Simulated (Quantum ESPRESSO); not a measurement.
**SiO: band structure with PBE**

The system is SiO.

```
Si O
1.0
     0.00000    2.43364    2.43364
     2.43364    0.00000    2.43364
     2.43364    2.43364    0.00000
Si O
1 1
Direct
  0.75000 0.75000 0.75000
  0.00000 0.00000 0.00000
```

The cell was built by a generator and needn't be a form met in nature.

```yaml
Program: Quantum ESPRESSO 7.5
Task: band structure
Functional: PBE
Potentials_or_basis: SG15 PBE 1.2
Cutoff: 1197 eV
Density_cutoff: 4789 eV
k_mesh: 9 × 9 × 9
Occupations: fermi-dirac, width 0.05 eV
Spin: no spin polarisation
Mixing_beta: 0.5
Most_SCF_iterations: 120
SCF_threshold: 4e-10 Ry
```

```
Pressure               : 0.0 GPa
Band gap on the k mesh : none (metal or under the smearing width)
```

Levels at the corners of the path, in eV from the Fermi level:
```
point  band 1  band 2  band 3  band 4  band 5  band 6  band 7  band 8  band 9  band 10
    Γ  -20.94   -6.12   -5.39   -5.39   -5.39    3.63    3.63    3.63   10.34    11.38
    X  -20.09   -9.52   -6.61   -6.61   -1.49   -0.19    5.31    5.31    5.42    10.54
    W  -20.08   -9.20   -7.27   -7.00    0.34    0.63    2.56    4.75    7.08    11.67
    K  -20.10   -9.30   -7.47   -6.35   -0.58    0.49    3.59    4.92    6.59    11.90
    Γ  -20.94   -6.12   -5.39   -5.39   -5.39    3.63    3.63    3.63   10.34    11.38
    L  -20.29   -9.78   -5.79   -5.79   -2.48    1.89    3.81    3.81    9.56    10.82
    U  -20.10   -9.30   -7.47   -6.35   -0.58    0.49    3.59    4.92    6.59    11.90
    W  -20.08   -9.20   -7.27   -7.00    0.34    0.63    2.56    4.75    7.08    11.67
    L  -20.29   -9.78   -5.79   -5.79   -2.48    1.89    3.81    3.81    9.56    10.82
    K  -20.10   -9.30   -7.47   -6.35   -0.58    0.49    3.59    4.92    6.59    11.90
    U  -20.10   -9.30   -7.47   -6.35   -0.58    0.49    3.59    4.92    6.59    11.90
    X  -20.09   -9.52   -6.61   -6.61   -1.49   -0.19    5.31    5.31    5.42    10.54
```

Wall time 30 s on 1 thread of Arm Neoverse V2, with other jobs on the host, peak memory 0.09 GiB.
